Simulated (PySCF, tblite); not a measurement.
**C₅H₇FSi: geometry, infrared bands and NMR shifts**

Wanted: the infrared bands and NMR shifts of C₅H₇FSi (`C#C[Si@@H]1C[C@@H]1CF`), by calculation.

Computed with tblite 0.8.0 and PySCF 2.14.0, with density-fitted response routines of our own, on a single molecule in the gas phase. Atoms are numbered from 0 throughout.

### Step 1. The molecule as given

14 atoms, charge 0, multiplicity 1; geometry from: force field or distance geometry start.

Bonds of the start (Å): C0–C1 1.21, C1–Si2 1.88, Si2–C3 2.29, C3–C4 1.49, C4–C5 1.49, C5–F6 1.36, C4–Si2 1.78, C0–H7 1.07, Si2–H8 1.48, C3–H9 1.09, C3–H10 1.08, C4–H11 1.09, C5–H12 1.09, C5–H13 1.10.

### Step 2. Optimising the geometry with GFN2-xTB

Job settings and geometry (Å):

```
{"job": {"kind": "relax", "xc": "GFN2-xTB", "basis": "xTB"}, "charge": 0, "multiplicity": 1}
C      3.078200     0.425900    -0.143200
C      2.040200    -0.130200     0.121900
Si     0.442600    -1.015000     0.555300
C     -0.732100    -0.636100    -1.377000
C     -1.095500    -0.284600     0.025500
C     -1.321500     1.155700     0.330500
F     -1.435200     1.286900     1.679300
H      3.985100     0.932900    -0.383600
H      0.551700    -2.489400     0.456900
H     -0.811100    -1.680200    -1.681100
H      0.022000    -0.074600    -1.899400
H     -1.970800    -0.814700     0.399300
H     -2.254400     1.513200    -0.106400
H     -0.499900     1.809700    -0.005000
```

The run is started by

```sh
OMP_NUM_THREADS=1 python probes_run.py task.json out
```

The driver reads the jobs from task.json and runs them one after another.

**Question.** This job is followed by: GFN2-xTB harmonic vibrations, gas phase; GIAO PBE0/pcSseg-1 NMR shielding, non-relativistic, gas phase. Predict these results of the whole session: strongest single infrared mode (GFN2-xTB); zero-point energy (GFN2-xTB); 13C shifts against TMS (PBE0/pcSseg-1); 1H shifts against TMS (PBE0/pcSseg-1); 29Si shifts against TMS (PBE0/pcSseg-1); 19F shifts against CFCl3 (PBE0/pcSseg-1); surface potential, 1st and 99th percentile.

The runs gave:

| quantity | value |
| --- | --- |
| strongest single infrared mode (GFN2-xTB) | 2363 cm⁻¹, 305 km/mol |
| zero-point energy (GFN2-xTB) | 62.6 kcal/mol |
| 13C shifts against TMS (PBE0/pcSseg-1) | 102.6, 88.4, 84.2, 16.4, 1.4 ppm |
| 1H shifts against TMS (PBE0/pcSseg-1) | 5.47, 4.36, 3.54, 1.69, 1.48, 0.71, 0.32 ppm |
| 29Si shifts against TMS (PBE0/pcSseg-1) | -138.4 ppm |
| 19F shifts against CFCl3 (PBE0/pcSseg-1) | -230.5 ppm |
| surface potential, 1st and 99th percentile | -1.32 V and 1.59 V |

In words: The optimisation took 81 steps and gained 1.379 eV; among the close pairs (by a distance rule), Si2–C3 changed most, from 2.293 to 1.886 Å. No mode is imaginary among the 36: a minimum at this level. The strongest single mode, at 2363 cm⁻¹, moves mainly H8. Unscaled tight-binding wavenumbers are off by several per cent, some by more. Its intensities can rank the bands wrongly. At PBE0/pcSseg-1: The widest tensor belongs to Si2: span 301 ppm, with a paramagnetic part of -394 ppm. By nearest atom (PBE0/pcSseg-1), the HOMO sits on Si2 25 %; C3, C4 about 19 % each and the LUMO on Si2 21 %; C0, C1 about 20 % each.
